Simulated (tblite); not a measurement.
# C3H12BNSi: the cost of one run

Programs: tblite 0.8.0 and PySCF 2.14.0, with density-fitted response routines of our own. Each step states its level of theory. These are calculated values for one molecule in the gas phase, unless marked as measured. Atoms are numbered from 0 throughout.

**1. The starting structure**

18 atoms, charge 0, multiplicity 1; geometry from: force field or distance geometry start.

Bonds of the start (Å): C0–B1 1.57, B1–C2 1.58, B1–N3 1.47, N3–C4 1.43, C4–Si5 1.87, C0–H6 1.13, C0–H7 1.11, C0–H8 1.11, C2–H9 1.14, C2–H10 1.12, C2–H11 1.10, N3–H12 1.01, C4–H13 1.10, C4–H14 1.12, Si5–H15 1.46, Si5–H16 1.49, Si5–H17 1.49.

**2. Optimising the geometry with GFN2-xTB**

Job settings and geometry (Å):

```
{"job": {"kind": "relax", "xc": "GFN2-xTB", "basis": "xTB"}, "charge": 0, "multiplicity": 1}
C     -1.675900     1.846100     0.003800
B     -1.037900     0.502200    -0.510900
C     -2.007500    -0.729900    -0.710400
N      0.419500     0.377600    -0.607600
C      1.067400    -0.782600    -0.076200
Si     2.923800    -0.754700    -0.308900
H     -2.798200     1.753000     0.057900
H     -1.250000     2.065100     1.003600
H     -1.499400     2.676700    -0.714100
H     -3.088600    -0.379100    -0.712400
H     -1.829000    -1.098700    -1.748400
H     -1.942700    -1.513600     0.057600
H      0.921900     0.915500    -1.293900
H      0.780800    -1.014100     0.956900
H      0.697900    -1.650100    -0.689300
H      3.652500    -1.315400     0.829300
H      3.389000     0.644100    -0.552500
H      3.267700    -1.536000    -1.525600
```

Started as:

```bash
> OMP_NUM_THREADS=1 python probes_run.py task.json out
```

One launch serves the whole session: the jobs run in the order shown.

**Question.** How long does this first job take on 1 thread of Arm Neoverse N1, shared host, and how much memory does it need?

About 1.9 s, with a peak of 0.18 GiB.
